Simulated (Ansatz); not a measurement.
# AlFH₄OSi: a ladder of functionals and wavefunction methods

Aim: compute AlFH₄OSi with functionals from several rungs and with coupled cluster. The yardstick is the atomisation energy at the CCSD(T) limit.

The runs use Ansatz 0.2.0, Gaussian basis; functionals in def2-TZVPP, the program's frozen cores in correlated methods.

Levels to be run: LDA (SPW92), PBE-D4, revPBE-D4, BLYP-D4, r2SCAN-D4, B97M-V, PBE0-D4, B3LYP-D4, r2SCANh-D4, r2SCAN0-D4, HSE06-D4, BHLYP-D4, CAM-B3LYP-D4, LC-ωPBE, ωB97X-V, ωB97M-V, B2PLYP, PBE-QIDH; CCSD(T)/def2-SVP; CCSD(T)/def2-TZVPP; MP2/def2-QZVPP; extrapolation to the limit; RPA on PBE.

## Step 1: The geometry

All runs share one geometry, relaxed beforehand with PBE0-D4 in a triple-zeta def2 set.

SMILES `O[SiH](F)[AlH2]`, 8 atoms, charge 0, spin multiplicity 1.

Atoms are counted from 1 here; the program's logs count them from 0.

Bond lengths: O1–Si2 1.646 Å, O1–H5 0.959 Å, Si2–F3 1.610 Å, Si2–Al4 2.471 Å, Si2–H6 1.493 Å, Al4–H7 1.587 Å, Al4–H8 1.589 Å. Angles: Si2–O1–H5 118.7°, O1–Si2–F3 109.7°, O1–Si2–Al4 105.0°, O1–Si2–H6 109.2°, F3–Si2–Al4 110.8°, F3–Si2–H6 103.8°, Al4–Si2–H6 118.2°, Si2–Al4–H7 120.4°, Si2–Al4–H8 120.0°, H7–Al4–H8 119.6°.

## Step 2: LDA

This LDA is Slater exchange with PW92 correlation.

The input, in.yaml:

```yaml
crystal:
  periodic: [false, false, false]
  atoms:
    - {symbol: O, position_ang: [0.519572, 1.481222, -0.837371]}
    - {symbol: Si, position_ang: [0.300761, 0.530739, 0.488210]}
    - {symbol: F, position_ang: [1.721685, 0.237866, 1.187411]}
    - {symbol: Al, position_ang: [-0.699596, -1.555882, -0.378170]}
    - {symbol: H, position_ang: [0.760259, 2.401056, -0.709345]}
    - {symbol: H, position_ang: [-0.453610, 1.298143, 1.523812]}
    - {symbol: H, position_ang: [0.202012, -2.634355, -1.114906]}
    - {symbol: H, position_ang: [-2.258785, -1.815890, -0.215442]}
basis:
  gaussian: {orbitals: def2-TZVPP}
hamiltonian: {xc: lda}
output: {orbitals: {seedname: orbitals}}
```

Command:

```
ansatz run in.yaml --threads 2 --pin off --events-out ev --progress --plain --max-ram 4352MiB
```

The runs that follow: PBE-D4 (GGA); revPBE-D4 (GGA); BLYP-D4 (GGA); r2SCAN-D4 (meta-GGA); B97M-V (meta-GGA); B3LYP-D4 (hybrid); r2SCANh-D4 (hybrid); r2SCAN0-D4 (hybrid); HSE06-D4 (hybrid); BHLYP-D4 (hybrid); CAM-B3LYP-D4 (range-separated); LC-ωPBE (range-separated); ωB97X-V (range-separated); ωB97M-V (range-separated); B2PLYP (double hybrid); PBE-QIDH (double hybrid); CCSD(T) in def2-SVP; CCSD(T) in def2-TZVPP; MP2 in def2-QZVPP; RPA on PBE orbitals.

Q: Predict the results of all the runs planned. Wanted: atomisation energy, CCSD(T)/CBS; farthest beyond LDA; mean size of error, GGA; mean size of error, meta-GGA; mean size of error, hybrid; mean size of error, range-separated; mean size of error, double hybrid; gap, smallest and largest; T1 diagnostic.

As calculated:

| quantity | value |
| --- | --- |
| atomisation energy, CCSD(T)/CBS | 27.153 eV |
| functionals within 0.136 eV (0.5 %) | B97M-V, CAM-B3LYP-D4, ωB97X-V |
| farthest beyond LDA | BHLYP-D4 (-1.068 eV) |
| mean size of error, GGA | 0.545 eV |
| mean size of error, meta-GGA | 0.114 eV |
| mean size of error, hybrid | 0.675 eV |
| mean size of error, range-separated | 0.187 eV |
| mean size of error, double hybrid | 0.619 eV |
| gap, smallest and largest | 3.26 eV (LDA (SPW92)), 10.04 eV (LC-ωPBE) |
| T1 diagnostic | 0.0121 |
| triples share of the correlation energy | 3.0 % |

**Reading.** LDA overbinds by 3.189 eV (12 %). PBE-D4 is off by -0.280 eV. Double hybrids carry the basis error of their MP2 part in triple zeta, and no dispersion term here, so their miss is partly the set-up's. Taken by rung, meta-GGA functionals do best (0.114 eV on average) and hybrid ones worst beyond LDA (0.675 eV). The mean of the hybrids holds BHLYP, with half exact exchange. The reference freezes the cores and leaves out relativity and excitations past (T), so misses under about 0.136 eV can't be ranked. Hartree-Fock recovers 73 % of the binding; the rest is correlation. CCSD(T) in def2-SVP is off by -2.413 eV, so the small basis spoils what the method gains. Orbital gaps span 3.3 to 10.0 eV; exact exchange widens them.
